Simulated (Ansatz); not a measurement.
**CH₄BNO: basis-set convergence**

One table from this session's results is given with a row withheld; the runs are named, their logs left out.

Program: Ansatz 0.2.0, Gaussian basis. Level of theory: one geometry, several basis sets. These are calculated values, not measurements.

The runs, in order: PBE0-D4/def2-SVP; ωB97M-V/def2-SVP; PBE0-D4/def2-QZVPP; ωB97M-V/def2-QZVPP; the functionals' def2-TZVPP values are taken from earlier runs.

## The geometry

An earlier PBE0-D4 in a triple-zeta def2 set relaxation fixed the geometry.

8 atoms, charge 0, spin multiplicity 1.

Atoms are counted from 1 here; the program's logs count them from 0.

Bond lengths: B1–C2 1.557 Å, B1–N3 1.674 Å, B1–H5 1.199 Å, B1–H6 1.198 Å, C2–N3 1.265 Å, C2–O4 1.310 Å, N3–H7 1.011 Å, O4–H8 0.969 Å. Angles: C2–B1–N3 45.9°, C2–B1–H5 118.7°, C2–B1–H6 118.7°, N3–B1–H5 115.0°, N3–B1–H6 115.0°, H5–B1–H6 120.6°, B1–C2–N3 71.9°, B1–C2–O4 154.2°, N3–C2–O4 133.8°, B1–N3–C2 62.1°, B1–N3–H7 163.0°, C2–N3–H7 134.9°, C2–O4–H8 110.7°.

Coordinates:

```xyz
8
charge 0, multiplicity 1
B    -0.3753    1.1020   -0.3122
C    -0.2810   -0.4056    0.0652
N     0.8914    0.0698    0.0522
O    -0.7758   -1.5934    0.3116
H    -0.4678    1.4011   -1.4691
H    -0.6449    1.8945    0.5455
H     1.8149   -0.3047    0.2239
H    -0.0694   -2.2208    0.5270
```

Set-up of the first run:

Input file in.yaml:

```yaml
crystal:
  periodic: [false, false, false]
  atoms:
    - {symbol: B, position_ang: [-0.375313, 1.102030, -0.312180]}
    - {symbol: C, position_ang: [-0.280987, -0.405628, 0.065162]}
    - {symbol: N, position_ang: [0.891374, 0.069776, 0.052159]}
    - {symbol: O, position_ang: [-0.775837, -1.593434, 0.311645]}
    - {symbol: H, position_ang: [-0.467814, 1.401130, -1.469074]}
    - {symbol: H, position_ang: [-0.644866, 1.894540, 0.545519]}
    - {symbol: H, position_ang: [1.814916, -0.304735, 0.223936]}
    - {symbol: H, position_ang: [-0.069370, -2.220780, 0.527033]}
basis:
  gaussian: {orbitals: def2-SVP}
hamiltonian: {xc: pbe0, dispersion: d4}
output: {orbitals: {seedname: orbitals}}
```

Run with:

```console
> ansatz run in.yaml --threads 2 --pin off --events-out ev --progress --plain --max-ram 4352MiB
```

Steps of the session up to this table: PBE0-D4 in def2-SVP; ωB97M-V in def2-SVP; PBE0-D4 in def2-QZVPP; ωB97M-V in def2-QZVPP.

One of the session's tables, all rows but one given; the rest of the session is left out.

It belongs to the step «Density functionals: the series». 

| functional | basis | HOMO (eV) | LUMO (eV) |
| --- | --- | --- | --- |
| PBE0-D4 | def2-SVP | -7.58 | 0.30 |
| PBE0-D4 | def2-TZVPP | -7.72 | 0.07 |
| PBE0-D4 | def2-QZVPP | ? | ? |
| ωB97M-V | def2-SVP | -9.85 | 2.40 |
| ωB97M-V | def2-TZVPP | -10.04 | 1.52 |
| ωB97M-V | def2-QZVPP | -10.06 | 0.90 |

Estimate the missing values for PBE0-D4, def2-QZVPP.

As computed: HOMO (eV): -7.75; LUMO (eV): -0.26. In the column «HOMO (eV)» it lies between ωB97M-V, def2-SVP (-9.85) and PBE0-D4, def2-TZVPP (-7.72).
